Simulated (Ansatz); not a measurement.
# In2BiP: a single-point run

The task is a single-point run on In2BiP. The structure is shown as the input types it. The cell is built on a prototype (ordering on zincblende) and needn't be the phase found in nature.

Program: Ansatz 0.2.0. Level of theory: density functional or hybrid calculation with the settings of its input, plane waves (as first typed). These are calculated values, not measurements.

4 further runs of the same task are left out: 1 for a known fault of the program, 3 that didn't finish.

## Step 1: The starting structure

It takes space group P-4m2 (No. 115, tetragonal). Conventional cell: a = 4.459 Å, b = 4.459 Å, c = 6.367 Å, α = 90.00°, β = 90.00°, γ = 90.00°. P (site symmetry -4m2) is surrounded by 4 In at 2.63 Å. Around In (site symmetry 2mm) lie 2 P at 2.63 Å and 2 Bi at 2.86 Å. Around Bi (site symmetry -4m2) lie 4 In at 2.86 Å.

The input asks for a charge of +0.1 e on the cell.

As a file:

```
CELL_PARAMETERS angstrom
4.45895 0.00000 0.00000
0.00000 4.45895 0.00000
0.00000 0.00000 6.36747
ATOMIC_POSITIONS crystal
P 0.00000 0.00000 0.00000
In 0.00000 0.50000 0.78142
Bi 0.50000 0.50000 0.50000
In 0.50000 0.00000 0.21858
```

## Step 2: The run

Input file input.yaml:

```yaml
crystal:
  lattice:
    - [4.458949133, 0.0, 0.0]
    - [0.0, 4.458949133, 0.0]
    - [0.0, 0.0, 6.3674688686]
  atoms:
    - { symbol: P, position: [0.0, 0.0, 0.0] }
    - { symbol: In, position: [0.0, 0.5, 0.7814218993] }
    - { symbol: Bi, position: [0.5, 0.5, 0.5] }
    - { symbol: In, position: [0.5, 0.0, 0.2185781007] }
kpoints:
  mp_grid: { grid: [4, 4, 4] }
hamiltonian:
  xc: pbe
scf:
  occupations: { method: fermi_dirac, width: 0.02 }
  n_extra_bands: 5
  max_iter: 97
output:
  forces: true
  stress: true
  eigenvalues: true
total_charge: 0.1
```

Started as:

```console
ansatz run input.yaml --threads 4 --pin off --max-ram 3686MiB --backend cpu --events-out ev --progress --plain --runs-dir out
```

Q: Will this input give a usable result? If not, why, and what should change?

The run converged and reported no error. Convergence says nothing about whether the input makes sense.

The suspect setting: total_charge is 0.1. The net charge is not the one intended, so the run treats another number of electrons.

To check: delete total_charge (the default then holds).
